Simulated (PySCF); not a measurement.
# C4H5B: the cost of one run

The runs use PySCF 2.14.0, with density-fitted response routines of our own; the level of theory stands in each step. All values are computed, except where a source is named. Atoms are numbered from 0 throughout.

## Step 1: Starting geometry

10 atoms, charge 0, multiplicity 1; geometry from: PBE0-D3(BJ)/def2-SVP.

Bonds of the start (Å): B0–C1 1.50, C1–C2 1.23, C2–C3 1.42, C3–C4 1.34, B0–H5 1.21, B0–H6 1.21, C3–H7 1.10, C4–H8 1.09, C4–H9 1.09.

## Step 2: X-ray photoelectron lines: SCAN, X2C

What the job is given:

```
{"job": {"kind": "xps"}, "charge": 0, "multiplicity": 1}
B      2.713947     0.269357    -0.230461
C      1.213519     0.270579    -0.201065
C     -0.014030     0.267517    -0.166213
C     -1.431581     0.289484    -0.145608
C     -2.174333    -0.653148     0.458834
H      3.309965     1.156225    -0.794383
H      3.332115    -0.617657     0.310050
H     -1.926512     1.125509    -0.654641
H     -1.708239    -1.497346     0.973142
H     -3.265877    -0.598075     0.450725
```

With the program's defaults for keys left out, this is: delta-SCF UKS SCAN, pcX-2 on the ionised atom, pcseg-1 elsewhere, spin-free X2C.

Launch:

```
OMP_NUM_THREADS=1 python probes_run.py task.json out
```

The driver reads the jobs from task.json and runs them one after another.

Q: Estimate the wall time and peak memory of this first job on 1 thread of Arm Neoverse N1, shared host.

About 43 s, with a peak of 0.41 GiB.
